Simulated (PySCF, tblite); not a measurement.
# C₄H₈FNSi₂: geometry, infrared bands and NMR shifts

Aim: predict the infrared bands and NMR shifts of C₄H₈FNSi₂ (`N#C[C@@H]1[SiH2][SiH2]C[C@H]1F`).

Programs: tblite 0.8.0 and PySCF 2.14.0, with density-fitted response routines of our own. Each step states its level of theory. These are calculated values for one molecule in the gas phase, unless marked as measured. Atoms count from 0, in the outputs and in this text.

**1. The molecule as given**

16 atoms, charge 0, multiplicity 1; geometry from: force field or distance geometry start.

Bonds of the start (Å): N0–C1 1.18, C1–C2 1.45, C2–Si3 1.92, Si3–Si4 2.34, Si4–C5 1.90, C5–C6 1.54, C6–F7 1.36, C6–C2 1.54, C2–H8 1.10, Si3–H9 1.49, Si3–H10 1.48, Si4–H11 1.49, Si4–H12 1.49, C5–H13 1.10, C5–H14 1.09, C6–H15 1.10.

**2. Optimising the geometry with GFN2-xTB**

Job settings and geometry (Å):

```
{"job": {"kind": "relax", "xc": "GFN2-xTB", "basis": "xTB"}, "charge": 0, "multiplicity": 1}
N      3.053800    -0.669700     0.790900
C      2.161400    -0.379300     0.080300
C      1.044800    -0.059500    -0.784000
Si     0.307800     1.664300    -0.369100
Si    -1.411000     0.763200     0.946400
C     -0.880400    -1.029500     0.631300
C     -0.059600    -1.130200    -0.670300
F     -0.909700    -0.992700    -1.717500
H      1.387300    -0.015400    -1.825200
H      1.250000     2.514000     0.406800
H     -0.214900     2.340200    -1.576200
H     -2.754300     1.042300     0.364300
H     -1.312800     1.119600     2.389000
H     -0.266700    -1.365000     1.481200
H     -1.768600    -1.655100     0.577600
H      0.365300    -2.138200    -0.736900
```

Run with:

```sh
> OMP_NUM_THREADS=1 python probes_run.py task.json out
```

This one command runs all jobs of the session in turn.

**Question.** This job is followed by: GFN2-xTB harmonic vibrations, gas phase; GIAO PBE0/pcSseg-1 NMR shielding, non-relativistic, gas phase. What will the session give for the following? strongest single infrared mode (GFN2-xTB); zero-point energy (GFN2-xTB); ¹³C shifts against TMS (PBE0/pcSseg-1); ¹H shifts against TMS (PBE0/pcSseg-1); ¹⁵N shifts against NH3 (PBE0/pcSseg-1); ²⁹Si shifts against TMS (PBE0/pcSseg-1); ¹⁹F shifts against CFCl3 (PBE0/pcSseg-1).

**Answer**, as computed:

```
                                 quantity                                               value
strongest single infrared mode (GFN2-xTB)                               2243 cm⁻¹, 597 km/mol
             zero-point energy (GFN2-xTB)                                       66.1 kcal/mol
   ¹³C shifts against TMS (PBE0/pcSseg-1)                         123.7, 98.2, 21.2, 20.0 ppm
    ¹H shifts against TMS (PBE0/pcSseg-1)  5.73, 4.24, 4.15, 4.09, 4.05, 2.78, 1.97, 1.55 ppm
   ¹⁵N shifts against NH3 (PBE0/pcSseg-1)                                           304.9 ppm
  ²⁹Si shifts against TMS (PBE0/pcSseg-1)                                    -57.2, -73.7 ppm
 ¹⁹F shifts against CFCl3 (PBE0/pcSseg-1)                                          -191.4 ppm
```

In words: Over 52 steps the energy fell by 0.283 eV; of the close pairs, C6–F7 changed most, 1.356 to 1.390 Å. All 42 modes are real, so the xTB geometry is a minimum. The strongest single mode, at 2243 cm⁻¹, moves mainly H10 and H12. GFN2-xTB is a fitted tight-binding method: band positions and strengths are rough. Its intensities can rank the bands wrongly. C1 (nitrile carbon) lies farthest downfield among carbon, at 123.7 ppm; C≡N carbons fall here, among the sp2 signals but without a proton. The most deshielded hydrogen is H15 (hydrogen on an sp3 CH bonded to F), at 5.73 ppm: its carbon carries F, hence the downfield position. At PBE0/pcSseg-1: The widest tensor belongs to N0: span 491 ppm, with a paramagnetic part of -378 ppm.
